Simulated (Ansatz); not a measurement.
# CH5BClNSn: small, medium and large basis sets

The task here is to estimate one member of a computed series from the others.

The runs use Ansatz 0.2.0, Gaussian basis; one geometry, several basis sets.

Plan: PBE0-D4/def2-SVP; ωB97M-V/def2-SVP; PBE0-D4/def2-QZVPP; ωB97M-V/def2-QZVPP; the functionals' def2-TZVPP values are taken from earlier runs.

## The relaxed structure

An earlier PBE0-D4 in a triple-zeta def2 set relaxation fixed the geometry. Sn takes the def2 core potential; no spin-orbit term is included.

10 atoms, charge 0, spin multiplicity 1.

Atoms are counted from 1 here; the program's logs count them from 0.

Bond lengths: N1–B2 1.444 Å, N1–H6 1.008 Å, N1–H7 1.013 Å, B2–C3 1.514 Å, B2–Sn4 2.594 Å, B2–H10 1.199 Å, C3–Sn4 2.292 Å, C3–H8 1.086 Å, C3–H9 1.089 Å, Sn4–Cl5 2.422 Å. Angles: B2–N1–H6 121.4°, B2–N1–H7 122.0°, H6–N1–H7 112.6°, N1–B2–C3 117.7°, N1–B2–Sn4 74.3°, N1–B2–H10 115.6°, C3–B2–Sn4 61.3°, C3–B2–H10 123.6°, Sn4–B2–H10 119.9°, B2–C3–Sn4 83.3°, B2–C3–H8 118.2°, B2–C3–H9 121.0°, Sn4–C3–H8 118.3°, Sn4–C3–H9 97.6°, H8–C3–H9 112.8°, B2–Sn4–C3 35.4°, B2–Sn4–Cl5 100.5°, C3–Sn4–Cl5 91.2°.

The first run:

in.yaml

```yaml
crystal:
  periodic: [false, false, false]
  atoms:
    - {symbol: N, position_ang: [-0.849243, 0.960322, 0.237756]}
    - {symbol: B, position_ang: [-0.047418, 0.036933, 1.006135]}
    - {symbol: C, position_ang: [0.628154, -1.095970, 0.263671]}
    - {symbol: Sn, position_ang: [1.352589, 0.593235, -1.105852]}
    - {symbol: Cl, position_ang: [-0.186891, -0.088090, -2.847006]}
    - {symbol: H, position_ang: [-1.225704, 1.798051, 0.651940]}
    - {symbol: H, position_ang: [-1.359589, 0.670095, -0.587547]}
    - {symbol: H, position_ang: [1.371426, -1.685850, 0.792090]}
    - {symbol: H, position_ang: [0.091019, -1.671187, -0.489670]}
    - {symbol: H, position_ang: [0.308657, 0.431362, 2.081484]}
basis:
  gaussian: {orbitals: def2-SVP}
hamiltonian: {xc: pbe0, dispersion: d4}
output: {orbitals: {seedname: orbitals}}
```

Among the steps run: PBE0-D4 in def2-SVP; ωB97M-V in def2-SVP; PBE0-D4 in def2-QZVPP; ωB97M-V in def2-QZVPP.

One table of the session follows, with a row left open; its other results are not shown here.

It belongs to the step «Density functionals: the series». 

| functional | basis | HOMO (eV) | LUMO (eV) |
| --- | --- | --- | --- |
| PBE0-D4 | def2-SVP | -6.44 | -1.67 |
| PBE0-D4 | def2-TZVPP | -6.54 | -1.82 |
| PBE0-D4 | def2-QZVPP | -6.56 | -1.85 |
| ωB97M-V | def2-SVP | -8.42 | 0.13 |
| ωB97M-V | def2-TZVPP | ? | ? |
| ωB97M-V | def2-QZVPP | -8.58 | -0.20 |

**Question.** Estimate the row for ωB97M-V, def2-TZVPP.

As computed: HOMO (eV): -8.56; LUMO (eV): -0.12. In the column «HOMO (eV)» it lies between ωB97M-V, def2-QZVPP (-8.58) and ωB97M-V, def2-SVP (-8.42).
